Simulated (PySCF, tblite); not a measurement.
# C₃H₅NO₂Si: geometry, infrared bands and NMR shifts

Aim: predict the infrared bands and NMR shifts of C₃H₅NO₂Si (`N#CCC(=O)O[SiH3]`).

The runs use tblite 0.8.0 and PySCF 2.14.0, with density-fitted response routines of our own; the level of theory stands in each step. All values are computed, except where a source is named. Atoms count from 0, in the outputs and in this text.

## Step 1: The molecule as given

12 atoms, charge 0, multiplicity 1; geometry from: force field or distance geometry start.

Bonds of the start (Å): N0–C1 1.18, C1–C2 1.49, C2–C3 1.50, C3–O4 1.24, C3–O5 1.39, O5–Si6 1.73, C2–H7 1.09, C2–H8 1.10, Si6–H9 1.48, Si6–H10 1.48, Si6–H11 1.47.

## Step 2: Optimising the geometry with GFN2-xTB

The job: settings as JSON, then the geometry in Å.

```
{"job": {"kind": "relax", "xc": "GFN2-xTB", "basis": "xTB"}, "charge": 0, "multiplicity": 1}
N     -2.461700     1.537400     1.791700
C     -2.188800     0.763700     0.945600
C     -1.797600    -0.225000    -0.096300
C     -0.394000     0.054700    -0.543100
O     -0.107400     0.718700    -1.545900
O      0.592300    -0.498000     0.263500
Si     2.295800    -0.335100     0.008500
H     -1.930000    -1.236700     0.276800
H     -2.430500    -0.035900    -0.981100
H      2.904000    -0.016200     1.322000
H      2.619400     0.808200    -0.880600
H      2.899600    -1.536400    -0.587200
```

Launch:

```
$ OMP_NUM_THREADS=1 python probes_run.py task.json out
```

One launch serves the whole session: the jobs run in the order shown.

**Question.** This job is followed by: GFN2-xTB harmonic vibrations, gas phase; GIAO PBE0/pcSseg-1 NMR shielding, non-relativistic, gas phase. What will the session give for the following? strongest single infrared mode (GFN2-xTB); zero-point energy (GFN2-xTB); 13C shifts against TMS (PBE0/pcSseg-1); 1H shifts against TMS (PBE0/pcSseg-1, means over atoms taken as alike); 15N shifts against NH3 (PBE0/pcSseg-1); 17O shifts against H2O (PBE0/pcSseg-1); 29Si shifts against TMS (PBE0/pcSseg-1).

**Answer**, as computed:

| quantity | value |
| --- | --- |
| strongest single infrared mode (GFN2-xTB) | 1211 cm⁻¹, 471 km/mol |
| zero-point energy (GFN2-xTB) | 45.8 kcal/mol |
| 13C shifts against TMS (PBE0/pcSseg-1) | 170.3, 118.3, 27.2 ppm |
| 1H shifts against TMS (PBE0/pcSseg-1, means over atoms taken as alike) | 4.93, 3.23 ppm |
| 15N shifts against NH3 (PBE0/pcSseg-1) | 307.1 ppm |
| 17O shifts against H2O (PBE0/pcSseg-1) | 473.6, 188.4 ppm |
| 29Si shifts against TMS (PBE0/pcSseg-1) | -35.0 ppm |

What this shows: Over 79 steps the energy fell by 0.511 eV; of the close pairs, C3–O5 changed most, 1.389 to 1.314 Å. No mode is imaginary among the 30: a minimum at this level. The strongest single mode, at 1211 cm⁻¹, is spread over several atoms, C3, C2, O5 among them. Unscaled tight-binding wavenumbers are off by several per cent, some by more. Its intensities can rank the bands wrongly. At PBE0/pcSseg-1: The largest span, 655 ppm, is at O4, where the paramagnetic term is -539 ppm.
